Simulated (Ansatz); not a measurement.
**GeOF (quartet): wave-function methods side by side at a displaced geometry (v1), cc-pVDZ**

How much of the correlation energy of GeOF (quartet) does each wave-function method recover here?

Program: Ansatz 0.2.0, Gaussian basis. Level of theory: cc-pVDZ, core rule «outside noble gas», up to 16 orbitals frozen. These are calculated values, not measurements.

To be run: UHF; CCSD(T) on ROHF; CCSD(T) on UHF; BCCD(T) on ROHF; CISD; CCSDT(Q) on ROHF; CCSDT(Q) on UHF; CASSCF and MRCISD+Q, 15 electrons in 11 orbitals; CASSCF and NEVPT2, 15 electrons in 11 orbitals.

35 further runs of the same task are left out: 6 for a known fault of the program, 14 that didn't finish, 15 set aside as unsound or not needed.

## Step 1: The system

The geometry is a PBE0/def2-TZVP stationary point (not a proven minimum) with its atoms shifted at random (size 0.040 Å). No spin-orbit coupling is included. The filled d shell of Ge may be among the frozen orbitals whatever the setting's name suggests; the logs give the count.

3 atoms, charge 0, spin multiplicity 4.

Atoms are counted from 1 here; the program's logs count them from 0.

Bond lengths: F1–Ge2 1.745 Å, Ge2–O3 1.881 Å. Angles: F1–Ge2–O3 118.0°.

## Step 2: UHF

The input, in.yaml:

```yaml
crystal:
  periodic: [false, false, false]
  atoms:
    - {symbol: F, position_ang: [-0.006443, -0.641508, 1.451899]}
    - {symbol: Ge, position_ang: [-0.007276, 0.302889, -0.014878]}
    - {symbol: O, position_ang: [0.040688, -0.613410, -1.656503]}
basis:
  gaussian: {orbitals: cc-pVDZ}
magnetization: {spin_polarized: true, initial_magnetization: 3}
hamiltonian: {xc: hf}
output: {orbitals: {seedname: orbitals}}
```

Started as:

```sh
> ansatz run in.yaml --threads 1 --pin off --events-out ev --progress --plain --max-ram 2393MiB
```

Further steps of the session: CCSD(T) on ROHF; CCSD(T) on UHF; BCCD(T) on ROHF; CISD; CCSDT(Q) on ROHF; CCSDT(Q) on UHF; CASSCF and MRCISD+Q, 15 electrons in 11 orbitals; CASSCF and NEVPT2, 15 electrons in 11 orbitals.

Q: Predict the results of all the runs planned. Wanted: UCCSDT(Q) below the RHF energy; RMP2 from UCCSDT(Q); UMP2 from UCCSDT(Q); RCCSD from UCCSDT(Q); RCCSD(T) from UCCSDT(Q); UCCSD(T) from UCCSDT(Q); RCCSDT(Q) from UCCSDT(Q); NEVPT2 valence from UCCSDT(Q); MRCISD+Q valence from UCCSDT(Q).

The runs gave:

```
                         quantity              value
   UCCSDT(Q) below the RHF energy        -11.5101 eV
              RMP2 from UCCSDT(Q)         +843.0 meV
              UMP2 from UCCSDT(Q)         +873.6 meV
             RCCSD from UCCSDT(Q)         +328.1 meV
          RCCSD(T) from UCCSDT(Q)          +78.2 meV
          UCCSD(T) from UCCSDT(Q)          +68.0 meV
         RCCSDT(Q) from UCCSDT(Q)          +15.9 meV
    NEVPT2 valence from UCCSDT(Q)        +1259.8 meV
  MRCISD+Q valence from UCCSDT(Q)         +170.7 meV
levels within 1 kcal/mol (43 meV)  UCCSDT, RCCSDT(Q)
                    T1 diagnostic              0.030
   effectively unpaired electrons               3.02
```

RCCSD(T) lands +78.2 meV from the yardstick (0.7 % of the correlation energy). One determinant dominates. Of the multireference levels listed MRCISD+Q valence comes nearest in total energy (+170.7 meV), which doesn't show that its space is the better one. These misses are within one basis, not against nature; the frozen cores of restricted and unrestricted runs differ, which can shift their rows.
